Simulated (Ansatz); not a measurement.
# HfH5: the cost of one run

Program: Ansatz 0.2.0. Level of theory: DFT PBE, scalar-relativistic, plane waves, PAW. These are calculated values, not measurements.

1 further run of the same task is left out (it didn't finish). Runs told in other sessions of the task aren't counted.

### 1 Starting point

It takes space group P6/mmm (No. 191, hexagonal). The conventional cell has a = 3.900 Å, b = 3.900 Å, c = 5.189 Å, α = 90.00°, β = 90.00°, γ = 120.00°. Around Hf (site symmetry 6/mmm) lie 24 H at 3.25 to 3.44 Å. H (site symmetry mmm) has 2 H at 1.13 Å in its first shell of neighbours. H (site symmetry -6m2) has 3 H at 1.13 Å in its first shell of neighbours.

Structure file:

```
CELL_PARAMETERS angstrom
3.90042 0.00000 0.00000
-1.95021 3.37787 0.00000
0.00000 0.00000 5.18903
ATOMIC_POSITIONS crystal
Hf 0.00000 0.00000 0.50000
H 0.50000 0.00000 0.00000
H 0.00000 0.50000 0.00000
H 0.50000 0.50000 0.00000
H 0.33333 0.66667 0.00000
H 0.66667 0.33333 0.00000
```

Recipe of the guess: random cell by space group and Wyckoff sites (P6/mmm, No. 191). Lengths come from tabulated atomic sizes and are only a guess.

### 2 A first look at the guess

Input file input.yaml:

```yaml
crystal:
  lattice:
    - [3.90042475, 0.0, 0.0]
    - [-1.95021237, 3.37786692, 0.0]
    - [0.0, 0.0, 5.18903461]
  atoms:
    - { symbol: Hf, position: [0.0, 0.0, 0.5] }
    - { symbol: H, position: [0.5, 0.0, 0.0] }
    - { symbol: H, position: [0.0, 0.5, 0.0] }
    - { symbol: H, position: [0.5, 0.5, 0.0] }
    - { symbol: H, position: [0.33333333, 0.66666667, 0.0] }
    - { symbol: H, position: [0.66666667, 0.33333333, 0.0] }
basis:
  ecutwfc: 420
kpoints:
  mp_grid: { grid: [6, 6, 4] }
hamiltonian:
  xc: pbe
scf:
  occupations: { method: gaussian, width: 0.1 }
  lower_state_search: "off"
output:
  forces: true
  stress: true
  eigenvalues: true
```

Started as:

```console
$ ansatz run input.yaml --threads 1 --pin off --max-ram 2560MiB --backend cpu --events-out ev --progress --plain --runs-dir out
```

**Question.** How long does this run take on 1 thread of Intel Xeon at 2.50GHz (Skylake/Cascade Lake), shared host, and how much memory does it need?

About 4.3 s, with a peak of 0.35 GiB.
